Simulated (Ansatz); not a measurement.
# Bi2Se3 (Paraguanajuatite): the cost of one run

Method: DFT r2SCAN, scalar-relativistic, plane waves, PAW, in Ansatz 0.2.0.

1 further run of the same task is left out (set aside as unsound or not needed).

## 1. Starting point

Symmetry: R-3m, No. 166, trigonal system. The conventional cell has a = 4.164 Å, b = 4.164 Å, c = 30.179 Å, α = 90.00°, β = 90.00°, γ = 120.00°. Bi (site symmetry 3m) has 6 Se at 2.86 to 3.09 Å as nearest neighbours. Around Se (site symmetry -3m) lie 6 Bi at 3.09 Å. Se (site symmetry 3m) has 3 Bi at 2.86 Å as nearest neighbours.

Structure file:

```cif
data_structure
_symmetry_space_group_name_H-M 'R-3m:H'
_symmetry_Int_Tables_number 166
_cell_length_a 4.1644
_cell_length_b 4.1644
_cell_length_c 30.1789
_cell_angle_alpha 90.000
_cell_angle_beta 90.000
_cell_angle_gamma 120.000
_cell_volume 453.26
loop_
_atom_site_label
_atom_site_type_symbol
_atom_site_symmetry_multiplicity
_atom_site_Wyckoff_symbol
_atom_site_fract_x
_atom_site_fract_y
_atom_site_fract_z
_atom_site_occupancy
Bi1 Bi 6 c 0.66667 0.33333 0.73104 1
Se1 Se 3 a 0.00000 0.00000 0.00000 1
Se2 Se 6 c 0.33333 0.66667 0.88439 1
```

This cell was relaxed beforehand with the same method: volume 30.22 Å³/atom, gap on the mesh 0.82 eV.

## 2. Static run: bands, density of states and charges

Input file input.yaml:

```yaml
crystal:
  lattice:
    - [2.0822200062, 1.2021702811, 10.0596396218]
    - [-2.0822200062, 1.2021702811, 10.0596396218]
    - [0.0, -2.4043405622, 10.0596396218]
  atoms:
    - { symbol: Bi, position: [0.3977065558, 0.3977065558, 0.3977065558] }
    - { symbol: Bi, position: [0.6022934442, 0.6022934442, 0.6022934442] }
    - { symbol: Se, position: [0.0, 0.0, 0.0] }
    - { symbol: Se, position: [0.2177241301, 0.2177241301, 0.2177241301] }
    - { symbol: Se, position: [0.7822758699, 0.7822758699, 0.7822758699] }
basis:
  ecutwfc: 500
kpoints:
  mp_grid: { grid: [12, 12, 12] }
  band_path:
    path:
      - [[0.0, 0.0, 0.0], [0.5, 0.5, 0.5], [0.82381248, 0.17618752, 0.5]]
      - [[0.5, -0.17618752, 0.17618752], [0.5, 0.0, 0.0], [0.0, 0.0, 0.0], [0.33809376, -0.33809376, 0.0]]
      - [[0.66190624, 0.0, 0.33809376], [0.5, 0.0, 0.5], [0.0, 0.0, 0.0]]
    npoints: 14
hamiltonian:
  xc: r2scan
scf:
  occupations: { method: gaussian, width: 0.02 }
  n_extra_bands: 12
output:
  forces: true
  stress: true
  eigenvalues: true
  populations: true
  dos: { projected: true, de: 0.02, nscf_kmesh: { grid: [18, 18, 18] } }
  bader: true
```

The run is started by

```console
$ ansatz run input.yaml --threads 4 --pin off --max-ram 10240MiB --backend cpu --events-out ev --progress --plain --runs-dir out
```

**Question.** How long does this run take on 4 threads of Arm Neoverse V2, shared host, and how much memory does it need?

About 2.7 min, with a peak of 3.3 GiB.
